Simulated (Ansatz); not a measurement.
# B2H3Br: basis-set convergence

An exercise on one series of results from a longer session: the logs are not shown, and one member is left open.

Program: Ansatz 0.2.0, Gaussian basis. Level of theory: one geometry, several basis sets. These are calculated values, not measurements.

Plan: PBE0-D4/def2-SVP; ωB97M-V/def2-SVP; PBE0-D4/def2-QZVPP; ωB97M-V/def2-QZVPP; the functionals' def2-TZVPP values are taken from earlier runs.

## The geometry

An earlier PBE0-D4 in a triple-zeta def2 set relaxation fixed the geometry.

6 atoms, charge 0, spin multiplicity 1.

Atoms are counted from 1 here; the program's logs count them from 0.

Bond lengths: B1–B2 1.645 Å, B1–H4 1.198 Å, B1–H5 1.198 Å, B2–Br3 1.919 Å, B2–H6 1.192 Å. Angles: B2–B1–H4 121.5°, B2–B1–H5 121.5°, H4–B1–H5 117.0°, B1–B2–Br3 112.6°, B1–B2–H6 131.3°, Br3–B2–H6 116.1°.

Set-up of the first run:

in.yaml reads:

```yaml
crystal:
  periodic: [false, false, false]
  atoms:
    - {symbol: B, position_ang: [-0.230910, 0.013016, -0.856388]}
    - {symbol: B, position_ang: [0.450480, -0.170063, 0.629577]}
    - {symbol: Br, position_ang: [-0.626529, 0.577187, 2.031034]}
    - {symbol: H, position_ang: [-0.033704, 0.991671, -1.518718]}
    - {symbol: H, position_ang: [-0.991889, -0.799072, -1.299978]}
    - {symbol: H, position_ang: [1.474651, -0.676738, 0.968272]}
basis:
  gaussian: {orbitals: def2-SVP}
hamiltonian: {xc: pbe0, dispersion: d4}
output: {orbitals: {seedname: orbitals}}
```

Started as:

```
ansatz run in.yaml --threads 2 --pin off --events-out ev --progress --plain --max-ram 4352MiB
```

Among the steps run: PBE0-D4 in def2-SVP; ωB97M-V in def2-SVP; PBE0-D4 in def2-QZVPP; ωB97M-V in def2-QZVPP.

One of the session's tables, all rows but one given; the rest of the session is left out.

| functional | basis | HOMO (eV) | LUMO (eV) |
| --- | --- | --- | --- |
| PBE0-D4 | def2-SVP | -7.84 | -1.97 |
| PBE0-D4 | def2-TZVPP | -7.93 | -2.07 |
| PBE0-D4 | def2-QZVPP | -7.94 | -2.09 |
| ωB97M-V | def2-SVP | ? | ? |
| ωB97M-V | def2-TZVPP | -10.14 | -0.12 |
| ωB97M-V | def2-QZVPP | -10.15 | -0.19 |

Q: Estimate the row for ωB97M-V, def2-SVP from the others.

The run gave: HOMO (eV): -10.02; LUMO (eV): 0.10. In the column «HOMO (eV)» it lies between ωB97M-V, def2-TZVPP (-10.14) and PBE0-D4, def2-QZVPP (-7.94).
